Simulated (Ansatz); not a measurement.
# AlGe: the cost of one run

Computed with Ansatz 0.2.0, Gaussian basis. Level: def2-QZVPP, all electrons in the functionals, frozen cores in the correlation of double hybrids and RPA.

Plan: B2PLYP, at charge 0, doublet; charge 0, quartet; charge 1, singlet; charge 1, triplet.

8 further runs of the same task are left out: 8 set aside as unsound or not needed. Runs told in other sessions of the task aren't counted.

## 1. The system

The geometry is a PBE0/def2-TZVP stationary point (not a proven minimum). No spin-orbit coupling is included. The filled d shell of Ge may be among the frozen orbitals whatever the setting's name suggests.

2 atoms, charge 0, spin multiplicity 2.

Atoms are counted from 1 here; the program's logs count them from 0.

Bond lengths: Ge1–Al2 2.446 Å.

No dispersion term is added.

The geometry shown and the zero of energy belong to the point charge 0, doublet. The yardstick, RCCSD(T), and other wave-function levels (R restricted, U unrestricted, valence and pair active spaces) come from earlier runs.

## 2. B2PLYP, charge 0, doublet

in.yaml

```yaml
crystal:
  periodic: [false, false, false]
  atoms:
    - {symbol: Ge, position_ang: [0.000000, 0.000000, 0.000000]}
    - {symbol: Al, position_ang: [0.000000, 0.000000, 2.446378]}
basis:
  gaussian: {orbitals: "def2-QZVPP.json"}
magnetization: {spin_polarized: true, initial_magnetization: 1}
hamiltonian: {xc: {name: B2PLYP}}
correlation: {electrons: outside_noble_gas}
```

Run with:

```sh
> ansatz run in.yaml --threads 1 --pin off --events-out ev --progress --plain --max-ram 2393MiB
```

What time and memory should one allow on 1 thread of Arm Neoverse V1, shared host?

About 82 s, with a peak of 0.46 GiB.
